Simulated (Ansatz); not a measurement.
# In9As8 zinc blende off sphere (In₉As₈H₂₄−): the relaxed shape and its frontier levels

What does In9As8 zinc blende off sphere (In₉As₈H₂₄−) look like as a singlet, and where do its frontier electrons sit?

Program: Ansatz 0.2.0, Gaussian basis. Level of theory: RKS PBE0-D4/def2-SVP. These are calculated values, not measurements.

Levels to be run: relaxation at PBE-D4/def2-SVP; a single point at PBE0-D4/def2-SVP.

3 further runs of the same task are left out: 1 for a known fault of the program, 2 set aside as unsound or not needed.

## 1. The system as given

41 atoms, charge -1, spin multiplicity 1.

Atoms are counted from 1 here; the program's logs count them from 0.

Bond lengths: As1–In9 2.633 Å, As1–In12 2.715 Å, As1–H18 1.500 Å, As1–H19 1.512 Å, As2–In11 2.992 Å, As2–In13 2.745 Å, As2–H20 1.510 Å, As2–H21 1.513 Å, As3–In10 2.632 Å, As3–In14 2.768 Å, As3–In15 2.747 Å, As3–H22 1.547 Å, As4–In11 2.974 Å, As4–In14 2.683 Å, As4–In16 2.708 Å, As4–H23 1.542 Å, As5–In9 2.709 Å, As5–In10 2.895 Å and more. Angles: In9–As1–In12 159.3°, In9–As1–H18 97.0°, In9–As1–H19 91.4°, In12–As1–H18 102.9°, In12–As1–H19 94.0°, H18–As1–H19 89.6°, In11–As2–In13 148.1°, In11–As2–H20 106.3°, In11–As2–H21 76.7°, In13–As2–H20 95.2°, In13–As2–H21 80.6°, H20–As2–H21 89.0°, In10–As3–In14 83.0°, In10–As3–In15 91.1°, In10–As3–H22 89.9°, In14–As3–In15 141.8°, In14–As3–H22 108.3°, In15–As3–H22 109.4° and more.

In takes a core potential in the def2 sets. No spin-orbit coupling is included. The ion is computed in the gas phase, without counter-ions or solvent.

The start is a GFN2-xTB geometry.

## 2. Relaxation at PBE-D4/def2-SVP

Input file in.yaml:

```yaml
crystal:
  periodic: [false, false, false]
  atoms:
    - {symbol: As, position_ang: [-1.700280, -1.888970, 3.503050]}
    - {symbol: As, position_ang: [1.020100, -2.433390, 0.266480]}
    - {symbol: As, position_ang: [-0.953920, 3.446400, -3.332790]}
    - {symbol: As, position_ang: [0.668490, -0.104560, -3.000050]}
    - {symbol: As, position_ang: [-2.895610, 0.247320, -0.288140]}
    - {symbol: As, position_ang: [2.127300, 0.201360, 3.763030]}
    - {symbol: As, position_ang: [1.212070, 2.833790, 0.275150]}
    - {symbol: As, position_ang: [4.404270, -0.216420, -0.054520]}
    - {symbol: In, position_ang: [-3.427560, -1.693950, 1.525030]}
    - {symbol: In, position_ang: [-2.838530, 1.688710, -2.797620]}
    - {symbol: In, position_ang: [-1.335660, -1.574170, -1.365910]}
    - {symbol: In, position_ang: [0.643250, -1.682930, 4.859150]}
    - {symbol: In, position_ang: [2.755820, -1.888530, 2.322020]}
    - {symbol: In, position_ang: [-0.066720, 1.464250, -5.049090]}
    - {symbol: In, position_ang: [-0.857530, 4.226770, -0.700510]}
    - {symbol: In, position_ang: [3.055500, 0.849130, -2.148850]}
    - {symbol: In, position_ang: [-0.833730, 1.290800, 1.006620]}
    - {symbol: H, position_ang: [-2.697700, -2.141580, 4.594020]}
    - {symbol: H, position_ang: [-1.569410, -3.379970, 3.291720]}
    - {symbol: H, position_ang: [0.745260, -3.856060, 0.691790]}
    - {symbol: H, position_ang: [0.029600, -1.959970, 1.308150]}
    - {symbol: H, position_ang: [-1.984800, 4.316970, -4.089050]}
    - {symbol: H, position_ang: [1.465640, -1.166080, -3.783800]}
    - {symbol: H, position_ang: [3.362830, -0.087540, 4.658820]}
    - {symbol: H, position_ang: [1.216400, 3.512640, 1.661260]}
    - {symbol: H, position_ang: [4.571080, -1.501740, -0.861510]}
    - {symbol: H, position_ang: [5.752420, 0.230010, -0.617410]}
    - {symbol: H, position_ang: [-3.183090, -3.209970, 0.531390]}
    - {symbol: H, position_ang: [-5.090040, -1.490630, 2.136890]}
    - {symbol: H, position_ang: [-2.215590, -0.120560, -3.519970]}
    - {symbol: H, position_ang: [-4.558130, 1.679730, -3.262930]}
    - {symbol: H, position_ang: [-1.424600, -3.169490, -2.244870]}
    - {symbol: H, position_ang: [1.162320, -3.400700, 4.414020]}
    - {symbol: H, position_ang: [0.143740, -1.695320, 6.567880]}
    - {symbol: H, position_ang: [4.112800, -3.137860, 2.304040]}
    - {symbol: H, position_ang: [-1.429230, 1.196410, -6.101900]}
    - {symbol: H, position_ang: [1.396400, 1.978390, -5.903050]}
    - {symbol: H, position_ang: [-1.126250, 5.972270, -0.539780]}
    - {symbol: H, position_ang: [-2.471590, 3.348950, -0.082610]}
    - {symbol: H, position_ang: [3.833920, 2.404830, -2.819660]}
    - {symbol: H, position_ang: [-1.019250, 0.911640, 2.883520]}
basis:
  gaussian: {orbitals: def2-SVP, fitting: {mean_field: def2-universal-jkfit}}
total_charge: -1
hamiltonian: {xc: pbe, dispersion: d4}
scf: {lower_state_search: "off"}
output: {orbitals: {seedname: orbitals}}
relax: {f_tol: 0.03, max_steps: 70}
```

Run with:

```sh
> ansatz run in.yaml --threads 4 --pin off --events-out ev --progress --plain --max-ram 46080MiB --backend cuda --devices 0, --max-vram 37GiB
```

The runs that follow: Single point, PBE0-D4/def2-SVP.

**Question.** What will the summary of the whole plan be? Wanted: point group; commonest bond, hydrogen aside; HOMO, LUMO at PBE0-D4/def2-SVP.

The runs gave:

| quantity | value |
| --- | --- |
| point group | C1 |
| commonest bond, hydrogen aside | As–In, 21 of mean length 2.695 Å |
| HOMO, LUMO at PBE0-D4/def2-SVP | -3.83, 0.84 eV |

In words: The relaxation broke 0 and made 3 bonds, so the end is another structure than the start. No usable vibrations, so a minimum isn't proven. The HOMO lies nearest to As6 35 %; As7 12 % and the LUMO to In17 17 %; As5 10 %. Whether this spin is the lowest isn't tested here. The point group is read from a loosely relaxed geometry; soft torsions can leave it below the true symmetry.
